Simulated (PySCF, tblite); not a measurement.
# C₈H₁₄OSi: geometry, infrared bands and NMR shifts

Aim: predict the infrared bands and NMR shifts of C₈H₁₄OSi (`C=CCC(=O)/C=C/[SiH](C)C`).

Computed with tblite 0.8.0 and PySCF 2.14.0, with density-fitted response routines of our own, on a single molecule in the gas phase. Atoms are numbered from 0 throughout.

**1. The starting structure**

24 atoms, charge 0, multiplicity 1; geometry from: force field or distance geometry start.

Bonds of the start (Å): C0–C1 1.33, C1–C2 1.49, C2–C3 1.53, C3–O4 1.25, C3–C5 1.49, C5–C6 1.34, C6–Si7 1.83, Si7–C8 1.86, Si7–C9 1.86, C0–H10 1.08, C0–H11 1.09, C1–H12 1.11, C2–H13 1.10, C2–H14 1.08, C5–H15 1.07, C6–H16 1.09, Si7–H17 1.49, C8–H18 1.10, C8–H19 1.10, C8–H20 1.08, C9–H21 1.09, C9–H22 1.11, C9–H23 1.10.

**2. Relaxing the molecule with GFN2-xTB**

Job settings and geometry (Å):

```
{"job": {"kind": "relax", "xc": "GFN2-xTB", "basis": "xTB"}, "charge": 0, "multiplicity": 1}
C      4.398800     0.790600    -0.487200
C      3.813200    -0.141100     0.268500
C      2.828400    -1.153100    -0.212000
C      1.506200    -0.978400     0.529300
O      1.399300    -1.275200     1.737300
C      0.342000    -0.443500    -0.237800
C     -0.858400    -0.315500     0.335300
Si    -2.361700     0.343000    -0.482500
C     -3.742100    -0.909200    -0.426600
C     -2.895100     1.947600     0.283400
H      5.103900     1.488500    -0.062700
H      4.161800     0.888500    -1.542000
H      4.075200    -0.200600     1.344600
H      2.657100    -1.058300    -1.296900
H      3.183200    -2.157800    -0.036200
H      0.531700    -0.156500    -1.252500
H     -1.008600    -0.608000     1.378100
H     -2.023900     0.581300    -1.909700
H     -4.633700    -0.528100    -0.943200
H     -4.028500    -1.126400     0.611000
H     -3.453100    -1.838600    -0.900200
H     -3.150800     1.820300     1.335600
H     -2.083300     2.699200     0.231000
H     -3.773300     2.351200    -0.234300
```

Started as:

```console
$ OMP_NUM_THREADS=1 python probes_run.py task.json out
```

One launch serves the whole session: the jobs run in the order shown.

**Question.** This job is followed by: GFN2-xTB harmonic vibrations, gas phase; GIAO PBE0/pcSseg-1 NMR shielding, non-relativistic, gas phase. Predict these results of the whole session: strongest single infrared mode (GFN2-xTB); zero-point energy (GFN2-xTB); 13C shifts against TMS (PBE0/pcSseg-1, means over atoms taken as alike); 1H shifts against TMS (PBE0/pcSseg-1, means over atoms taken as alike); 17O shifts against H2O (PBE0/pcSseg-1); 29Si shifts against TMS (PBE0/pcSseg-1); surface potential, 1st and 99th percentile.

The runs gave:

| quantity | value |
| --- | --- |
| strongest single infrared mode (GFN2-xTB) | 2175 cm⁻¹, 310 km/mol |
| zero-point energy (GFN2-xTB) | 120.6 kcal/mol |
| 13C shifts against TMS (PBE0/pcSseg-1, means over atoms taken as alike) | 196.6, 156.6, 146.3, 141.8, 127.6, 56.2, -2.5 ppm |
| 1H shifts against TMS (PBE0/pcSseg-1, means over atoms taken as alike) | 7.75, 7.07, 6.02, 5.69, 5.57, 4.59, 3.17, 0.21 ppm |
| 17O shifts against H2O (PBE0/pcSseg-1) | 631.6 ppm |
| 29Si shifts against TMS (PBE0/pcSseg-1) | -18.8 ppm |
| surface potential, 1st and 99th percentile | -1.66 V and 0.95 V |

**Reading.** The optimisation took 159 steps and gained 0.267 eV; among the close pairs (by a distance rule), C6–Si7 changed most, from 1.834 to 1.889 Å. All 66 modes are real, so the xTB geometry is a minimum. The strongest single mode, at 2175 cm⁻¹, moves mainly H17. GFN2-xTB is a fitted tight-binding method: band positions and strengths are rough. Its intensities can rank the bands wrongly. C3 (ketone carbonyl carbon) lies farthest downfield among carbon, at 196.6 ppm; the double bond to the heteroatom, with no lone-pair donor beside it, deshields it most. H16 (hydrogen on a β carbon of a C=C–C=O unit) lies farthest downfield among hydrogen, at 7.75 ppm; olefinic region. At PBE0/pcSseg-1: Shielding is most anisotropic at O4 (span 1244 ppm, paramagnetic term -699 ppm). By nearest atom (PBE0/pcSseg-1), the HOMO sits on O4 45 %; C0, C2 about 10 % each and the LUMO on C3, C6 about 23 % each; O4 17 %.
